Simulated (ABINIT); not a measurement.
## GdO: single point with LDA+U

GdO:

```xyz
2
Lattice="0.0000 2.7000 2.7000 2.7000 0.0000 2.7000 2.7000 2.7000 0.0000" Properties=species:S:1:pos:R:3 pbc="T T T"
Gd    0.0000    0.0000    0.0000
O     1.3500    1.3500    1.3500
```

The cell comes from a database or a generator and needn't be the stable form of this composition.

```yaml
Program: ABINIT 10.8.3 (patched build)
Task: single point
Functional: LDA
Potentials_or_basis: JTH PAW PBE v2.0
Cutoff: 626 eV
k_mesh: 9 × 9 × 9
Occupations: fermi-dirac, width 0.05 eV
Spin: collinear spin, ferromagnetic start
Starting_moments: "[7.0, 0.0] μB"
Hubbard_terms: Gd f U = 6 eV
Double_counting_usepawu: 1
Fine-grid_cutoff: 1224.51 eV
```

| Quantity | Value |
| --- | --- |
| Pressure | -5.5 GPa |
| Band gap on the k mesh | none (metal or under the smearing width) |
| Net moment | 7.84 μB per cell |
| Site moments | Gd +7.24; O -0.01 μB |
| Valence electrons inside the program's atomic spheres | Gd 15.46; O 4.51 |

Levels at points of the mesh, in eV from the Fermi level:
Spin up:
| k point | band 14 | band 15 | band 16 | band 17 | band 18 | band 19 |
| --- | --- | --- | --- | --- | --- | --- |
| (0.00, 0.00, 0.00) | -5.81 | -5.81 | -2.41 | 2.14 | 2.14 | 4.20 |
Spin down:
```csv
k point,band 5,band 6,band 7,band 8,band 9,band 10,band 11,band 12
"(0.00, 0.00, 0.00)",-19.15,-5.66,-5.66,-5.66,-1.54,2.47,2.47,2.47
```

Eigenvalues of the final occupation matrices:
```tsv
site	spin	trace	eigenvalues
atom 1	1	6.96	0.99 0.99 0.99 0.99 0.99 0.99 1.00
atom 1	2	0.04	0.00 0.00 0.00 0.00 0.00 0.00 0.01
```

It took 2.9 min on 1 thread of Arm Neoverse V2 (shared host), peak memory 0.18 GiB.

Caveat: the PAW data sets were made with another functional, which shifts forces and pressure a little; spin-orbit coupling is left out, which moves the levels of the heavy elements; a cell with one magnetic atom can't hold antiferromagnetic order, which such compounds often take. The state reached can hang on the start; a lower one may exist.
